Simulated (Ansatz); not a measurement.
# C2H7GeNSi: the cost of one run

The runs use Ansatz 0.2.0, Gaussian basis; functionals in def2-TZVPP, the program's frozen cores in correlated methods.

The runs, in order: PBE-D4, r2SCAN-D4, PBE0-D4, B3LYP-D4, ωB97X-V, ωB97M-V, B2PLYP; CCSD(T)/def2-TZVPP; MP2/def2-QZVPP; extrapolation to the limit.

## 1. Structure used throughout

All runs share one geometry, relaxed beforehand with PBE0-D4 in a triple-zeta def2 set.

SMILES `N=C=C[SiH2][GeH3]`, 12 atoms, charge 0, spin multiplicity 1.

Atoms are counted from 1 here; the program's logs count them from 0.

Bond lengths: N1–C2 1.215 Å, N1–H6 1.016 Å, C2–C3 1.308 Å, C3–Si4 1.851 Å, C3–H7 1.086 Å, Si4–Ge5 2.382 Å, Si4–H8 1.487 Å, Si4–H9 1.489 Å, Ge5–H10 1.539 Å, Ge5–H11 1.540 Å, Ge5–H12 1.539 Å. Angles: C2–N1–H6 117.9°, N1–C2–C3 174.0°, C2–C3–Si4 120.8°, C2–C3–H7 117.8°, Si4–C3–H7 121.3°, C3–Si4–Ge5 110.7°, C3–Si4–H8 108.3°, C3–Si4–H9 110.5°, Ge5–Si4–H8 109.8°, Ge5–Si4–H9 108.6°, H8–Si4–H9 108.9°, Si4–Ge5–H10 111.6°, Si4–Ge5–H11 110.4°, Si4–Ge5–H12 110.6°, H10–Ge5–H11 108.0°, H10–Ge5–H12 108.3°, H11–Ge5–H12 107.9°.

Coordinates:

```
N    -0.7473    2.5554    1.9500
C    -0.1335    1.5906    1.5406
C     0.4652    0.4799    1.1974
Si   -0.4529   -0.8554    0.3024
Ge    0.4597   -1.1929   -1.8716
H    -0.8145    3.3684    1.3446
H     1.5210    0.3810    1.4295
H    -1.8783   -0.4476    0.1928
H    -0.3734   -2.1373    1.0561
H    -0.2303   -2.3599   -2.6005
H     1.9632   -1.5124   -1.7785
H     0.2983    0.0751   -2.7288
```

## 2. PBE-D4 (GGA)

Contents of in.yaml:

```yaml
crystal:
  periodic: [false, false, false]
  atoms:
    - {symbol: N, position_ang: [-0.747345, 2.555361, 1.949964]}
    - {symbol: C, position_ang: [-0.133486, 1.590609, 1.540604]}
    - {symbol: C, position_ang: [0.465212, 0.479940, 1.197359]}
    - {symbol: Si, position_ang: [-0.452875, -0.855436, 0.302422]}
    - {symbol: Ge, position_ang: [0.459721, -1.192896, -1.871628]}
    - {symbol: H, position_ang: [-0.814543, 3.368354, 1.344575]}
    - {symbol: H, position_ang: [1.520979, 0.381012, 1.429487]}
    - {symbol: H, position_ang: [-1.878283, -0.447649, 0.192850]}
    - {symbol: H, position_ang: [-0.373430, -2.137338, 1.056059]}
    - {symbol: H, position_ang: [-0.230274, -2.359938, -2.600473]}
    - {symbol: H, position_ang: [1.963163, -1.512409, -1.778452]}
    - {symbol: H, position_ang: [0.298261, 0.075091, -2.728766]}
basis:
  gaussian: {orbitals: def2-TZVPP}
hamiltonian: {xc: pbe, dispersion: d4}
output: {forces: true, orbitals: {seedname: orbitals}}
```

Started as:

```
ansatz run in.yaml --threads 4 --pin off --events-out ev --progress --plain --max-ram 10444MiB
```

Q: Estimate wall time and peak memory on 4 threads of Arm Neoverse V2, shared host.

About 3.2 s, with a peak of 0.4 GiB.
